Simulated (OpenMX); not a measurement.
The system is Co, a sheet with vacuum.

```
CELL_PARAMETERS angstrom
2.34715 0.00000 0.00000
-1.17358 2.03269 0.00000
0.00000 0.00000 23.80000
ATOMIC_POSITIONS crystal
Co 0.00000 0.00000 0.29412
```

The cell was built by a generator and needn't be a form met in nature.

Base run:

| Property | Result |
| --- | --- |
| Program | OpenMX 3.8.5 |
| Functional | PBE |
| Potentials or basis | OpenMX 2013 PBE set, Co6.0H-s3p2d2, grid cutoff 500 Ry |
| k mesh | 9 × 9 × 1 |
| Occupations | fermi-dirac, width 0.05 eV |
| Spin | no spin polarisation |

Its results: band gap on the k mesh none (metal or under the smearing width).

Problem. The run is repeated on the same cell with these changes: spin from no spin polarisation to collinear spin, ferromagnetic start. What comes out?

Solution. Band gap on the k mesh none (metal or under the smearing width); net moment 1.91 μB per cell; site moments Co +1.91 μB.

Caveats: no basis functions reach into the vacuum, so the work function isn't listed; the basis of atomic orbitals isn't converged, which shifts pressures, moduli and gaps.
